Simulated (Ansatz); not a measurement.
## Sc, space group Fm-3m: an equation of state with a fit, step by step

Computed with Ansatz's Python interface.

Interactive session:
```pycon
>>> import ansatz as az
>>> import numpy as np
>>> from pymatgen.analysis.eos import EOS
>>> VECTORS = np.array([
...     [0.0, 2.26, 2.26],
...     [2.26, 0.0, 2.26],
...     [2.26, 2.26, 0.0],
... ])
>>> SITES = [
...     ('Sc', (0.0, 0.0, 0.0)),
... ]
>>> def on_lattice(cell):
...     crystal = az.Crystal(lattice=az.Lattice.of(cell))
...     for symbol, position in SITES:
...         crystal = crystal.atom(symbol, position)
...     return crystal
...
>>> volumes, energies = [], []
>>> for scale in np.linspace(0.95, 1.07, 5):
...     cell = VECTORS * scale ** (1 / 3)
...     calculation = (
...         on_lattice(cell).calculation()
...         .functional('pbesol')
...         .basis(550)
...         .occupations('cold', width=0.15)
...         .scf(tolerance=1e-10)
...         .kpoints(11, 11, 11)
...     )
...     report = calculation.run(threads=1, pin='off').report
...     volumes.append(abs(np.linalg.det(cell)) / len(SITES))
...     energies.append(report['free_energy_ev'] / len(SITES))
...     print(f'V = {volumes[-1]:8.4f} A^3/atom  F = {energies[-1]:.5f} eV/atom')
...
V =  21.9320 A^3/atom  F = -2111.30131 eV/atom
V =  22.6246 A^3/atom  F = -2111.31561 eV/atom
V =  23.3172 A^3/atom  F = -2111.32179 eV/atom
V =  24.0098 A^3/atom  F = -2111.32077 eV/atom
V =  24.7024 A^3/atom  F = -2111.31339 eV/atom
>>> for form in ['birch_murnaghan', 'murnaghan']:
...     fit = EOS(eos_name=form).fit(volumes, energies)
...     print(f'{form:18s} V0 {fit.v0:8.4f} A^3/atom  B0 {fit.b0_GPa:7.1f} GPa  B1 {fit.b1:5.2f}')
...
birch_murnaghan    V0  23.5569 A^3/atom  B0    54.1 GPa  B1  3.15
murnaghan          V0  23.5572 A^3/atom  B0    54.1 GPa  B1  3.11
```

A third-order Birch-Murnaghan fit through the 5 points has its minimum at 23.56 Å³ an atom, 2.0 % above the typed cell, with a bulk modulus of 54 GPa and dB/dP = 3.2. From that minimum the energy rises by 20.9 meV an atom on the compressed side and 8.8 meV on the expanded side.

Notes:
- Absolute energies stand on the zero of these potentials, so only differences at equal settings mean something.
- No spin polarisation was allowed.
- The mesh is modest for a metal, so energies can be off by several to tens of meV an atom and pressures by half a GPa or more; differences at equal mesh fare better.
- This isn't the structure that Sc takes at ambient conditions.
- Wall time of the script: 5.1 s on 1 thread of Arm Neoverse V2, with other jobs on the host, peak memory 0.43 GiB.
